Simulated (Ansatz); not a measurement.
# Al4Cu: one candidate of a structure search

Aim: relax a trial structure of Al4Cu and see where it ends.

Method: DFT PBE, scalar-relativistic, plane waves, PAW, in Ansatz 0.2.0.

1 further run of the same task is left out (it didn't finish). Runs told in other sessions of the task aren't counted.

## Step 1: The system as given

Symmetry: P-6m2, No. 187, hexagonal system. The conventional cell has a = 2.824 Å, b = 2.824 Å, c = 22.431 Å, α = 90.00°, β = 90.00°, γ = 120.00°. Around Al (site symmetry 3m) lie 12 Al at 2.82 to 2.90 Å. Al (site symmetry 3m) has 3 Cu at 2.62 Å and 9 Al at 2.82 to 2.88 Å in its first shell of neighbours. Al (site symmetry -6m2) is surrounded by 6 Cu at 2.59 Å and 6 Al at 2.82 Å. Al (site symmetry -6m2) has 12 Al at 2.82 to 2.88 Å in its first shell of neighbours. Around Cu (site symmetry 3m) lie 6 Al at 2.59 to 2.62 Å and 6 Cu at 2.82 Å.

Structure file:

```cif
data_structure
_symmetry_space_group_name_H-M 'P 1'
_symmetry_Int_Tables_number 1
_cell_length_a 2.8241
_cell_length_b 2.8241
_cell_length_c 22.4309
_cell_angle_alpha 90.000
_cell_angle_beta 90.000
_cell_angle_gamma 120.000
_cell_volume 154.93
loop_
_atom_site_label
_atom_site_type_symbol
_atom_site_fract_x
_atom_site_fract_y
_atom_site_fract_z
_atom_site_occupancy
Al1 Al 0.33333 0.66667 0.89405 1
Al2 Al 0.33333 0.66667 0.10595 1
Al3 Al 0.33333 0.66667 0.31869 1
Al4 Al 0.33333 0.66667 0.50000 1
Al5 Al 0.33333 0.66667 0.68131 1
Al6 Al 0.66667 0.33333 0.00000 1
Al7 Al 0.66667 0.33333 0.21281 1
Al8 Al 0.66667 0.33333 0.78719 1
Cu1 Cu 0.66667 0.33333 0.41005 1
Cu2 Cu 0.66667 0.33333 0.58995 1
```

The start is the relaxed end of an invented cell (made as: elements ordered on the sites of the Zn type, Cu/Al on Zn (P-6m2, No. 187)), taken up again for a closer look.

## Step 2: The guess as it stands, on a coarse mesh

Input file input.yaml:

```yaml
crystal:
  lattice:
    - [2.8240861, 0.0, 0.0]
    - [-1.412043, 2.4457303, 0.0]
    - [0.0, 0.0, 22.4309483]
  atoms:
    - { symbol: Al, position: [0.3333333, 0.6666667, 0.894049] }
    - { symbol: Al, position: [0.3333333, 0.6666667, 0.105951] }
    - { symbol: Al, position: [0.3333333, 0.6666667, 0.318691] }
    - { symbol: Al, position: [0.3333333, 0.6666667, 0.5] }
    - { symbol: Al, position: [0.3333333, 0.6666667, 0.681309] }
    - { symbol: Al, position: [0.6666667, 0.3333333, 0.0] }
    - { symbol: Al, position: [0.6666667, 0.3333333, 0.212814] }
    - { symbol: Al, position: [0.6666667, 0.3333333, 0.787186] }
    - { symbol: Cu, position: [0.6666667, 0.3333333, 0.410054] }
    - { symbol: Cu, position: [0.6666667, 0.3333333, 0.589946] }
basis:
  ecutwfc: 420
kpoints:
  mp_grid: { grid: [6, 6, 1] }
hamiltonian:
  xc: pbe
scf:
  occupations: { method: gaussian, width: 0.1 }
  lower_state_search: "off"
output:
  forces: true
  stress: true
  eigenvalues: true
```

Launch:

```sh
> ansatz run input.yaml --threads 4 --pin off --max-ram 8192MiB --backend cpu --events-out ev --progress --plain --runs-dir out
```

The log of the run, cut to the lines that bear on the results:

```text
[...]
SCF converged after 8 iterations
Free energy (F): -17550.738043 eV
[...]
E sigma→0 (E₀):  -17550.722764 eV
Entropy (-TS):   -0.030559 eV (-3.056 meV/atom)
Fermi energy:    9.393820 eV
[...]
--- Forces (eV/Å), atoms counted from 1 ---
  atom   1  Al    -0.00000000     0.00000000    -0.05343488
  atom   2  Al     0.00000000     0.00000000     0.05343488
  atom   3  Al     0.00000000    -0.00000000     0.13626237
  atom   4  Al     0.00000000    -0.00000000     0.00000000
  atom   5  Al     0.00000000    -0.00000000    -0.13626237
  atom   6  Al     0.00000000    -0.00000000     0.00000000
  atom   7  Al    -0.00000000     0.00000000    -0.00089836
  atom   8  Al    -0.00000000     0.00000000     0.00089836
[...]
--- Stress (GPa, compression-positive) ---
        0.752487      -0.000000       0.000000
       -0.000000       0.752487       0.000000
        0.000000       0.000000      -0.417643
  P = ⅓ Tr σ = 0.3624 GPa (3.624 kbar)
--- Band table (eV; the first three rows and the last of 7) ---
[...]
```

It took 1.7 s on 4 threads of Arm Neoverse V1, shared host; peak memory 0.42 GiB.

Read-out: pressure 0.4 GPa, largest force 0.14 eV/Å, gap on this mesh none (metal). The coarse relaxation is skipped.

## Step 3: Full relaxation

input.yaml: that of step 2 with these lines changed.

```diff
@@ -19,3 +19,3 @@
 kpoints:
-  mp_grid: { grid: [6, 6, 1] }
+  mp_grid: { grid: [18, 18, 2] }
 hamiltonian:
@@ -24,3 +24,2 @@
   occupations: { method: gaussian, width: 0.1 }
-  lower_state_search: "off"
 output:
@@ -29 +28,10 @@
   eigenvalues: true
+  write_density: true
+  write_potential: true
+  elf: true
+  volumetric_format: npy
+relax:
+  adjacent_minimum: "off"
+  f_tol: 0.01
+  max_steps: 80
+  cell: { stress_tol: 0.05 }
```

Launch:

```sh
> ansatz run input.yaml --threads 4 --pin off --max-ram 8192MiB --backend cpu --events-out ev --progress --plain --runs-dir out
```

The log of the run, cut to the lines that bear on the results:

```text
Warning: RAYON_NUM_THREADS=4 ignored (pool sized by the plan → 4); use --threads N
[...]
Pseudopotentials: kind: paw
Pseudopotential: Al, paw, valence charge 3, recommended cutoff 420 eV (normal), Al.paw.azcp
Pseudopotential: Cu, paw, valence charge 19, recommended cutoff 420 eV (normal), Cu.paw.azcp
Functional definition: PBE
[...]
Crystal: 10 atoms, lattice volume = 154.930 Å³
Basis set: ecut = 420 eV, 3039 PW (Γ), exchange–correlation on 40×40×300 points (8 copies of the dense FFT grid, shifted against one another)
Bands: 41, of which v1, the nominal top of the filled ones, is band 31 counted from 1 (30 counted from 0)
Symmetry: 12 space group operations
Space group: P-6m2 (ITA 187), of the structure as read, at distance tolerance 5.4e-5 Å
k-points: 74 of 648 (time reversal used)
[...]
  cell:  # Å, volume = 154.9295 Å³
    - [2.8240860970702246, -2.8867513578364063e-8, 0.0]
    - [-1.4120430235351122, 2.445730316971017, 0.0]
    - [0.0, 0.0, 22.4309483]
  atoms:
    - { symbol: Al, position: [0.33333333333333326, 0.6666666666666665, 0.8940489999999999] }
    - { symbol: Al, position: [0.33333333333333326, 0.6666666666666665, 0.105951] }
    - { symbol: Al, position: [0.33333333333333326, 0.6666666666666665, 0.318691] }
    - { symbol: Al, position: [0.33333333333333326, 0.6666666666666665, 0.49999999999999994] }
    - { symbol: Al, position: [0.33333333333333326, 0.6666666666666665, 0.6813089999999999] }
    - { symbol: Al, position: [0.6666666666666666, 0.33333333333333326, 0.0] }
    - { symbol: Al, position: [0.6666666666666666, 0.33333333333333326, 0.21281399999999998] }
    - { symbol: Al, position: [0.6666666666666666, 0.33333333333333326, 0.7871859999999999] }
    - { symbol: Cu, position: [0.6666666666666666, 0.33333333333333326, 0.4100539999999999] }
    - { symbol: Cu, position: [0.6666666666666666, 0.33333333333333326, 0.5899459999999999] }
```

Run time: 32 s. Hardware: 4 threads of Arm Neoverse V1, shared host; peak memory 0.69 GiB.

The steps of the relaxation:

```
step  E - E(step 1) (eV/cell)  largest force component (eV/Å)  pressure (GPa)  volume (Å³)
   1                   0.0000                          0.0023            0.02       154.93
   2                   0.0000                          0.0023            0.02       154.93
```

Step 1 is the start. Step 2 repeats the geometry before it on a plane-wave basis chosen anew for that cell, so its energy need not be comparable with the rows above.

|  | before | after | change |
| --- | --- | --- | --- |
| a (Å) | 2.824 | 2.824 | 0.0 % |
| b (Å) | 2.824 | 2.824 | 0.0 % |
| c (Å) | 22.431 | 22.431 | 0.0 % |
| volume (Å³/atom) | 15.49 | 15.49 | 0.0 % |
| shortest distance (Å) | 2.594 | 2.594 | 0.0 % |
| space group (0.01 Å) | P-6m2 | P-6m2 | same |

The run keeps the 12 symmetry operations of the start, so it could not have lowered the symmetry.

Density in a lattice plane of the grid's cell (edges 2.82 and 22.43 Å, at 0.333 of the third edge), which holds Al and Cu.

Values in e/Å³, 12 rows by 6 columns:
```
 0.21  0.20  0.21  0.20  0.19  0.20
 0.17  0.16  0.17  0.20  0.20  0.20
 0.19  0.17  0.19  0.20  0.20  0.20
 0.22  0.20  0.22  0.22  0.22  0.22
 0.43  0.20  0.43 10.12 56.05 10.07
 0.21  0.18  0.21  0.22  0.21  0.22
 0.43  0.20  0.43 10.12 56.05 10.07
 0.22  0.20  0.22  0.22  0.22  0.22
 0.19  0.17  0.19  0.20  0.20  0.20
 0.17  0.16  0.17  0.20  0.20  0.20
 0.21  0.20  0.21  0.20  0.19  0.20
 0.22  0.21  0.22  0.10  0.08  0.10
```
Columns run along the first of these edges and rows up along the second, over one cell in 6 and 12 even steps from the bottom left corner. Atoms in the plane (fractional): Al at (0.67, 0.00), Al at (0.67, 0.21), Al at (0.67, 0.79), Cu at (0.67, 0.41), Cu at (0.67, 0.59).

ELF in the same plane.

Values, 12 rows by 6 columns:
```
0.59 0.52 0.58 0.58 0.54 0.58
0.50 0.44 0.50 0.58 0.60 0.58
0.53 0.48 0.53 0.53 0.43 0.53
0.58 0.44 0.58 0.60 0.56 0.60
0.16 0.23 0.16 0.39 0.88 0.39
0.53 0.34 0.53 0.62 0.60 0.62
0.16 0.23 0.16 0.39 0.88 0.39
0.58 0.44 0.58 0.60 0.56 0.60
0.53 0.48 0.53 0.53 0.43 0.53
0.50 0.44 0.50 0.58 0.60 0.58
0.59 0.52 0.58 0.58 0.54 0.58
0.61 0.63 0.60 0.06 0.29 0.07
```
Columns run along the first of these edges and rows up along the second, over one cell in 6 and 12 even steps from the bottom left corner. Atoms in the plane (fractional): Al at (0.67, 0.00), Al at (0.67, 0.21), Al at (0.67, 0.79), Cu at (0.67, 0.41), Cu at (0.67, 0.59).

Both are smooth fields of the valence electrons: close to the nuclei they are not physical.

The highest ELF values outside the cores: 0.65 on the Al–Al line, 1.1 Å from Al; 0.65 beside Al, off the lines to its neighbours, 1.0 Å from Al; 0.58 in the shell around Al, 1.0 Å from Al.

## Step 4: What came out

| quantity | value |
| --- | --- |
| symmetry at the end (tolerance 0.05 Å) | space group P-6m2 (No. 187) |
| conventional cell | a = 2.824 Å, b = 2.824 Å, c = 22.431 Å, α = 90.00°, β = 90.00°, γ = 120.00° |
| volume | 15.49 Å³/atom |
| energy over the elements | -0.02 eV/atom |
| gap on the mesh | none (metal) |

What this shows: The space group P-6m2 (No. 187) is kept, at nearly the size of the first guess. The formation energy of this structure is too near zero to say whether it is bound against the elements. No finished test with a distortion of lower symmetry is shown, so the end may be a saddle point.
